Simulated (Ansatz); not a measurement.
# C₂H₇Cl₂NSi₂: one species, many methods

The task here is to estimate one member of a computed series from the others.

Method: functionals in def2-TZVPP, the program's frozen cores in correlated methods; program: Ansatz 0.2.0, Gaussian basis.

Levels to be run: PBE-D4, r2SCAN-D4, PBE0-D4, B3LYP-D4, ωB97X-V, ωB97M-V, B2PLYP; CCSD(T)/def2-TZVPP; MP2/def2-QZVPP; extrapolation to the limit.

## The geometry

The geometry comes from an earlier relaxation with PBE0-D4 in a triple-zeta def2 set; it is a stationary point, not always the lowest conformer.

SMILES `C=C[SiH](Cl)N[SiH2]Cl`, 14 atoms, charge 0, spin multiplicity 1.

Atoms are counted from 1 here; the program's logs count them from 0.

Bond lengths: C1–C2 1.330 Å, C1–H8 1.087 Å, C1–H9 1.086 Å, C2–Si3 1.844 Å, C2–H10 1.088 Å, Si3–Cl4 2.061 Å, Si3–N5 1.721 Å, Si3–H11 1.481 Å, N5–Si6 1.713 Å, N5–H12 1.012 Å, Si6–Cl7 2.063 Å, Si6–H13 1.479 Å, Si6–H14 1.476 Å. Angles: C2–C1–H8 121.7°, C2–C1–H9 122.3°, H8–C1–H9 116.1°, C1–C2–Si3 121.0°, C1–C2–H10 119.0°, Si3–C2–H10 120.0°, C2–Si3–Cl4 110.8°, C2–Si3–N5 109.5°, C2–Si3–H11 110.0°, Cl4–Si3–N5 108.2°, Cl4–Si3–H11 105.8°, N5–Si3–H11 112.5°, Si3–N5–Si6 127.9°, Si3–N5–H12 115.9°, Si6–N5–H12 115.2°, N5–Si6–Cl7 112.9°, N5–Si6–H13 108.4°, N5–Si6–H14 110.2° and more.

Set-up of the first run:

File in.yaml:

```yaml
crystal:
  periodic: [false, false, false]
  atoms:
    - {symbol: C, position_ang: [0.056320, -0.115746, -2.357491]}
    - {symbol: C, position_ang: [-0.711262, 0.127330, -1.298313]}
    - {symbol: Si, position_ang: [-0.170553, 1.302322, 0.016268]}
    - {symbol: Cl, position_ang: [-1.615175, 2.731926, 0.360055]}
    - {symbol: N, position_ang: [0.091732, 0.440417, 1.482915]}
    - {symbol: Si, position_ang: [0.282228, -1.248877, 1.690471]}
    - {symbol: Cl, position_ang: [2.129393, -1.929727, 1.072705]}
    - {symbol: H, position_ang: [1.020146, 0.369148, -2.487077]}
    - {symbol: H, position_ang: [-0.238709, -0.807907, -3.140797]}
    - {symbol: H, position_ang: [-1.670857, -0.378382, -1.214323]}
    - {symbol: H, position_ang: [1.033091, 2.042516, -0.428089]}
    - {symbol: H, position_ang: [0.330755, 1.002320, 2.289416]}
    - {symbol: H, position_ang: [0.176368, -1.556735, 3.133343]}
    - {symbol: H, position_ang: [-0.713467, -1.978605, 0.880947]}
basis:
  gaussian: {orbitals: def2-TZVPP}
hamiltonian: {xc: pbe, dispersion: d4}
output: {forces: true, orbitals: {seedname: orbitals}}
```

The run is started by

```bash
ansatz run in.yaml --threads 2 --pin off --events-out ev --progress --plain --max-ram 32768MiB --backend cuda --devices 0, --max-vram 18GiB
```

Among the steps run: PBE-D4 (GGA); r2SCAN-D4 (meta-GGA); PBE0-D4 (hybrid); B3LYP-D4 (hybrid); ωB97X-V (range-separated); ωB97M-V (range-separated); B2PLYP (double hybrid); CCSD(T) in def2-TZVPP; MP2 in def2-QZVPP.

One of the session's tables, all rows but one given; the rest of the session is left out.

| method | atomisation energy (kJ/mol) |
| --- | --- |
| PBE-D4 | 5214.8 |
| r2SCAN-D4 | 5159.8 |
| PBE0-D4 | 5153.1 |
| B3LYP-D4 | 5142.9 |
| ωB97X-V | 5180.5 |
| ωB97M-V | ? |
| B2PLYP | 5081.8 |
| HF/def2-TZVPP | 3809.9 |
| MP2/def2-TZVPP | 5095.8 |
| CCSD/def2-TZVPP | 4926.4 |
| CCSD(T)/def2-TZVPP | 5005.3 |
| MP2/CBS | 5249.8 |
| CCSD(T)/CBS | 5159.3 |

**Question.** Estimate the row for ωB97M-V.

As computed: atomisation energy (kJ/mol): 5180.7. In the column «atomisation energy (kJ/mol)» it lies between ωB97X-V (5180.5) and PBE-D4 (5214.8).

Limits of these values: Free atoms (2 C, 2 Si, 2 Cl, 1 N, 7 H) were run apart at each level; the atomisation energy is their sum less the molecule, without zero-point or spin-orbit terms.
